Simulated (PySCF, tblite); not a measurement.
# C₁₈H₁₁F₉O₄S: electronic excitations, NMR shifts, part 2 of 2

tblite 0.8.0 and PySCF 2.14.0. Atoms count from 0. The steps go on from the part before.

## Step 5: NMR shifts: GIAO KT3/pcSseg-1

Job settings and geometry (Å):

```
{"job": {"kind": "nmr", "xc": "KT3", "basis": "pcSseg-1", "pop": false}, "charge": 0, "multiplicity": 1}
O      0.529339    -0.647787     0.714952
C     -0.476788    -0.481557     0.062918
C     -1.586140    -1.442180     0.027070
C     -1.536381    -2.513288     0.924151
C     -2.551839    -3.448058     0.956534
C     -3.629255    -3.326451     0.092821
C     -3.680604    -2.274376    -0.809548
C     -2.668256    -1.334804    -0.848302
C     -0.605324     0.807307    -0.749740
O      0.541644     1.620556    -0.494016
S      1.981575     1.030764    -0.736547
O      1.930819    -0.220131    -1.407566
O      2.777933     2.060675    -1.296045
C      2.724152     0.916216     1.034883
F      1.797770     0.967259     1.999682
F      3.427875     2.052781     1.172017
C      3.651896    -0.297709     1.227407
F      3.019311    -1.439747     0.925326
F      4.016278    -0.404159     2.527951
C      4.946324    -0.219320     0.363433
F      4.640251    -0.330999    -0.938321
F      5.578127     0.954375     0.527041
C      5.969704    -1.342747     0.731579
F      6.926512    -1.401798    -0.186236
F      5.402897    -2.539446     0.809051
F      6.543731    -1.083085     1.901430
C     -1.822842     1.614440    -0.373610
C     -2.621565     2.185838    -1.355461
C     -3.731412     2.932228    -1.000211
C     -4.045282     3.116382     0.335684
C     -3.243168     2.558241     1.317037
C     -2.134253     1.808298     0.966312
H     -0.687999    -2.584844     1.587633
H     -2.504678    -4.273098     1.650872
H     -4.426765    -4.053927     0.117759
H     -4.514569    -2.188930    -1.489641
H     -2.720741    -0.527148    -1.559947
H     -0.607793     0.550309    -1.816357
H     -2.370620     2.050662    -2.397579
H     -4.348483     3.374027    -1.767866
H     -4.908843     3.702870     0.610958
H     -3.481404     2.708993     2.358870
H     -1.500426     1.380302     1.728170
```

Method: GIAO KT3/pcSseg-1 NMR shielding, non-relativistic, gas phase.

What it wrote:

```text
start: PBE on a coarse grid of 39642 points
cycle   1  E = -2286.4980071036  dE =  6.526e+00  |g| = 2.241e+00  |ddm| = 7.108e+00
cycle   2  E = -2280.7418149299  dE =  5.756e+00  |g| = 5.887e+00  |ddm| = 7.501e+00
cycle   3  E = -2287.2000795038  dE = -6.458e+00  |g| = 9.301e-01  |ddm| = 6.569e+00
cycle   4  E = -2287.3246700229  dE = -1.246e-01  |g| = 5.558e-01  |ddm| = 1.521e+00
cycle   5  E = -2287.3679680422  dE = -4.330e-02  |g| = 2.670e-01  |ddm| = 7.557e-01
cycle   6  E = -2287.3815548806  dE = -1.359e-02  |g| = 9.724e-02  |ddm| = 3.550e-01
cycle   7  E = -2287.3832082300  dE = -1.653e-03  |g| = 3.334e-02  |ddm| = 1.066e-01
cycle   8  E = -2287.3833995158  dE = -1.913e-04  |g| = 1.132e-02  |ddm| = 4.121e-02
cycle   9  E = -2287.3834216616  dE = -2.215e-05  |g| = 3.757e-03  |ddm| = 1.488e-02
final grid: 375887 points
cycle  10  E = -2318.5092618529  dE = -5.382e-02  |g| = 5.226e-01  |ddm| = 1.213e+00
cycle  11  E = -2318.3943874849  dE =  1.149e-01  |g| = 9.759e-01  |ddm| = 1.053e+00
cycle  12  E = -2318.5399424580  dE = -1.456e-01  |g| = 1.874e-01  |ddm| = 8.721e-01
cycle  13  E = -2318.5458169192  dE = -5.874e-03  |g| = 7.864e-02  |ddm| = 2.544e-01
cycle  14  E = -2318.5469671423  dE = -1.150e-03  |g| = 1.599e-02  |ddm| = 9.039e-02
cycle  15  E = -2318.5470118545  dE = -4.471e-05  |g| = 6.932e-03  |ddm| = 2.241e-02
cycle  16  E = -2318.5470225941  dE = -1.074e-05  |g| = 1.553e-03  |ddm| = 7.129e-03
cycle  17  E = -2318.5470222726  dE =  3.215e-07  |g| = 9.491e-04  |ddm| = 2.199e-03
cycle  18  E = -2318.5470212552  dE =  1.017e-06  |g| = 2.229e-04  |ddm| = 9.794e-04
cycle  19  E = -2318.5470239986  dE = -2.743e-06  |g| = 6.802e-05  |ddm| = 2.324e-04
converged SCF energy = -2318.5470239986

GIAO shielding tensors (ppm)
atom      isotropic    diamagn.    paramagn.     s11        s22        s33       span
  0 O     -230.833     413.093    -643.926   -701.807   -332.591    341.898   1043.706
  1 C        2.585     259.389    -256.804    -75.210     -7.729     90.693    165.903
  2 C       60.218     265.728    -205.510    -20.057     36.547    164.164    184.221
  3 C       59.147     246.931    -187.784    -39.124     36.876    179.689    218.812
  4 C       61.639     253.526    -191.887    -37.904     49.736    173.084    210.989
  5 C       56.954     252.319    -195.366    -42.770     41.331    172.300    215.070
  6 C       63.528     251.827    -188.300    -35.713     52.215    174.082    209.795
  7 C       59.130     253.302    -194.172    -28.213     32.233    173.369    201.582
  8 C       97.026     259.391    -162.365     75.459     95.351    120.267     44.808
  9 O      133.256     408.755    -275.499     42.421     87.333    270.016    227.595
 10 S      230.416    1057.799    -827.384     74.838    194.643    421.765    346.927
 11 O       99.301     409.698    -310.397     93.236     97.021    107.645     14.409
 12 O       95.550     396.023    -300.473     59.216     90.032    137.403     78.187
 13 C       59.778     249.941    -190.163     46.708     63.282     69.343     22.635
 14 F      260.218     483.875    -223.657    173.970    296.334    310.351    136.380
 15 F      255.300     468.413    -213.113    182.055    282.708    301.138    119.084
 16 C       69.453     246.673    -177.220     52.002     72.396     83.960     31.958
 17 F      281.935     486.625    -204.690    196.948    305.734    343.122    146.174
 18 F      295.596     470.492    -174.896    207.038    333.122    346.628    139.590
 19 C       70.809     240.679    -169.871     53.635     77.508     81.283     27.649
 20 F      290.301     480.064    -189.763    215.746    321.236    333.922    118.176
 21 F      296.197     468.560    -172.363    216.347    332.301    339.942    123.595
 22 C       59.300     251.221    -191.921     48.062     62.974     66.864     18.803
 23 F      256.662     458.483    -201.821    187.642    241.506    340.839    153.197
 24 F      254.614     480.406    -225.792    190.273    244.256    329.313    139.040
 25 F      249.651     462.038    -212.387    178.650    242.083    328.221    149.571
 26 C       55.147     263.944    -208.798    -35.160     33.250    167.350    202.511
 27 C       59.924     249.433    -189.509    -34.329     53.523    160.577    194.906
 28 C       61.207     252.529    -191.322    -38.429     49.561    172.489    210.918
 29 C       60.688     251.920    -191.232    -39.059     46.566    174.556    213.615
 30 C       61.139     252.456    -191.317    -39.110     48.672    173.856    212.966
 31 C       59.726     251.867    -192.141    -37.682     43.717    173.143    210.825
 32 H       23.268      37.226     -13.958     18.182     22.950     28.671     10.490
 33 H       24.252      29.928      -5.676     20.533     24.828     27.395      6.862
 34 H       24.393      27.334      -2.941     21.036     25.448     26.696      5.659
 35 H       24.718      29.985      -5.266     20.861     24.664     28.630      7.769
 36 H       24.358      38.130     -13.772     18.488     23.627     30.960     12.472
 37 H       25.170      40.417     -15.247     21.077     23.798     30.635      9.558
 38 H       24.116      35.189     -11.073     21.093     22.112     29.144      8.051
 39 H       24.185      28.336      -4.151     20.887     24.607     27.061      6.174
 40 H       24.336      27.054      -2.718     21.035     25.720     26.251      5.215
 41 H       24.455      31.060      -6.605     20.753     24.538     28.073      7.320
 42 H       24.583      37.634     -13.051     20.479     22.820     30.451      9.973
```

Wall time 86 s (2 threads of Arm Neoverse N1, shared host); peak memory 1.1 GiB.

Shifts follow as δ = σ(reference) − σ, with reference shieldings (ppm) from runs at the same level and on the same kind of geometry: $^{1}$H TMS 31.76, $^{13}$C TMS 184.7, $^{19}$F CFCl3 142.4, $^{17}$O H2O 330.8. The references are single molecules in the gas phase, so shifts against H2O, NH3, PH3, H3PO4 or CFCl3 are not on the usual liquid scales and can be off by tens of ppm. Atoms listed in one row are averaged.

```csv
atoms,environment,σ (ppm),δ (ppm)
C1,ketone carbonyl carbon,2.6,182.1
C26,substituted aromatic carbon,55.1,129.6
C5,aromatic CH,57.0,127.8
"C3, C7",aromatic CH,59.1,125.6
C22,CF3 carbon,59.3,125.4
C13,fully substituted sp3 carbon bonded to 2 F and S,59.8,124.9
"C27, C31",aromatic CH,59.8,124.9
C2,substituted aromatic carbon,60.2,124.5
C29,aromatic CH,60.7,124.0
"C28, C30",aromatic CH,61.2,123.5
"C4, C6",aromatic CH,62.6,122.1
C16,fully substituted sp3 carbon bonded to 2 F,69.5,115.3
C19,fully substituted sp3 carbon bonded to 2 F,70.8,113.9
C8,"sp3 CH bonded to O, α to a carbonyl",97.0,87.7
"H32, H36",hydrogen on an aromatic CH,23.81,7.95
"H39, H41",hydrogen on an aromatic CH,24.32,7.44
H40,hydrogen on an aromatic CH,24.34,7.42
"H38, H42",hydrogen on an aromatic CH,24.35,7.41
H34,hydrogen on an aromatic CH,24.39,7.37
"H33, H35",hydrogen on an aromatic CH,24.49,7.27
H37,"hydrogen on an sp3 CH bonded to O, α to a carbonyl",25.17,6.59
O0,ketone oxygen,-230.8,561.6
O12,S=O oxygen,95.6,235.2
O11,S=O oxygen,99.3,231.5
O9,"oxygen bonded to C, S",133.3,197.5
S10,sulfonyl sulfur,230,–
"F23, F24, F25",fluorine of a CF3 group,253.6,-111.3
F15,fluorine of a CF2 group,255.3,-112.9
F14,fluorine of a CF2 group,260.2,-117.9
F17,fluorine of a CF2 group,281.9,-139.6
F20,fluorine of a CF2 group,290.3,-147.9
F18,fluorine of a CF2 group,295.6,-153.2
F21,fluorine of a CF2 group,296.2,-153.8
```

Ring of atoms C2, C3, C4, C5, C6, C7: NICS(0) -8.3, NICS(1) -10.8, NICS(1)zz -25.7 ppm (means of both faces).

Ring of atoms C26, C27, C28, C29, C30, C31: NICS(0) -8.6, NICS(1) -10.8, NICS(1)zz -28.0 ppm (means of both faces).

## Step 6: Results

This closing draws on all 2 parts.

| quantity | value |
| --- | --- |
| strongest single infrared mode (GFN2-xTB) | 1316 cm⁻¹, 578 km/mol |
| zero-point energy (GFN2-xTB) | 165.2 kcal/mol |
| lowest singlet (CAM-B3LYP/def2-SVP) | 4.27 eV (290 nm), f = 0.001 |
| brightest single state of those computed | state 3, 5.41 eV, f = 0.178 |
| lowest triplet | 3.62 eV |
| $^{13}$C shifts against TMS (KT3/pcSseg-1, means over atoms taken as alike) | 182.1, 129.6, 127.8, 125.6, 125.4, 124.9, 124.9, 124.5, 124.0, 123.5, 122.1, 115.3, 113.9, 87.7 ppm |
| $^{1}$H shifts against TMS (KT3/pcSseg-1, means over atoms taken as alike) | 7.95, 7.44, 7.42, 7.41, 7.37, 7.27, 6.59 ppm |
| $^{17}$O shifts against H2O (KT3/pcSseg-1) | 561.6, 235.2, 231.5, 197.5 ppm |
| $^{19}$F shifts against CFCl3 (KT3/pcSseg-1, means over atoms taken as alike) | -111.3, -112.9, -117.9, -139.6, -147.9, -153.2, -153.8 ppm |
| shieldings of S (KT3/pcSseg-1) | S10 230.4 ppm |

In words: The lowest mode is slightly imaginary (6i cm⁻¹), a soft motion within the noise of the Hessian, so the minimum is not strictly shown. The strongest single mode, at 1316 cm⁻¹, is spread over several atoms, S10, O12, O11 among them. GFN2-xTB is a fitted tight-binding method: band positions and strengths are rough. Its intensities can rank the bands wrongly. The lowest singlet, at 4.27 eV, is HOMO−4→LUMO 0.46, HOMO−3→LUMO 0.18 and is dark; of the 6 states computed, the strongest absorption comes from state 3 at 5.41 eV (the last state computed is bright too, and its partners may lie past the list). The lowest triplet lies 0.65 eV below the lowest singlet. C1 (ketone carbonyl carbon) lies farthest downfield among carbon, at 182.1 ppm; low-lying n→π* states of the double bond to the heteroatom give a large paramagnetic term (-257 ppm). At KT3/pcSseg-1: The largest span, 1044 ppm, is at O0, where the paramagnetic term is -644 ppm. NICS(1)zz of -26 ppm above the planar ring from C2 marks a diatropic (aromatic) ring current. NICS(1)zz of -28 ppm above the planar ring from C26 marks a diatropic (aromatic) ring current.
